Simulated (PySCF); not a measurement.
**Cyanopolyynes (C7HN): electronic excitations and core binding energies**

What electronic excitations and core binding energies should Cyanopolyynes (C7HN) (`C#CC#CC#CC#N`) show?

Computed with PySCF 2.14.0, with density-fitted response routines of our own, on a single molecule in the gas phase. Atoms count from 0, in the outputs and in this text.

**1. The molecule as given**

9 atoms, charge 0, multiplicity 1; geometry from: GFN2-xTB.

Bonds of the start (Å): C0–C1 1.21, C1–C2 1.35, C2–C3 1.22, C3–C4 1.34, C4–C5 1.22, C5–C6 1.35, C6–N7 1.15, C0–H8 1.05.

**2. Ultraviolet spectrum: CAM-B3LYP/def2-SVPD**

The job: settings as JSON, then the geometry in Å.

```
{"job": {"kind": "uv", "xc": "CAM-B3LYP", "basis": "def2-SVPD", "nstates": 8, "ntriplets": 3}, "charge": 0, "multiplicity": 1}
C     -3.709699    -0.228144    -0.901329
C     -2.538777    -0.140209    -0.618608
C     -1.233111    -0.042569    -0.303133
C     -0.050358     0.044620    -0.015613
C      1.246131     0.140867     0.298503
C      2.429210     0.227981     0.585619
C      3.739962     0.326148     0.902370
N      4.856661     0.409505     1.173075
H     -4.726457    -0.304966    -1.146065
```

Level: TDDFT CAM-B3LYP/def2-SVPD, vertical, gas phase, core orbitals frozen in the response.

**Question.** This job is followed by: delta-SCF UKS SCAN, pcX-2 on the ionised atom, pcseg-1 elsewhere, spin-free X2C. Predict these results of the whole session: lowest singlet (CAM-B3LYP/def2-SVPD); brightest single state of those computed; lowest triplet.

The runs gave:

| quantity | value |
| --- | --- |
| lowest singlet (CAM-B3LYP/def2-SVPD) | 3.32 eV (374 nm), f = 0.000 |
| brightest single state of those computed | state 7, 6.24 eV, f = 3.741 |
| lowest triplet | 2.69 eV |

What this shows: The first singlet state (HOMO→LUMO 0.41, HOMO−1→LUMO+1 0.41) lies at 3.32 eV and is dark; of the 8 states computed, the strongest absorption comes from state 7 at 6.24 eV. The lowest triplet lies 0.63 eV below the lowest singlet (triplets in Tamm-Dancoff, singlets in full TDDFT).
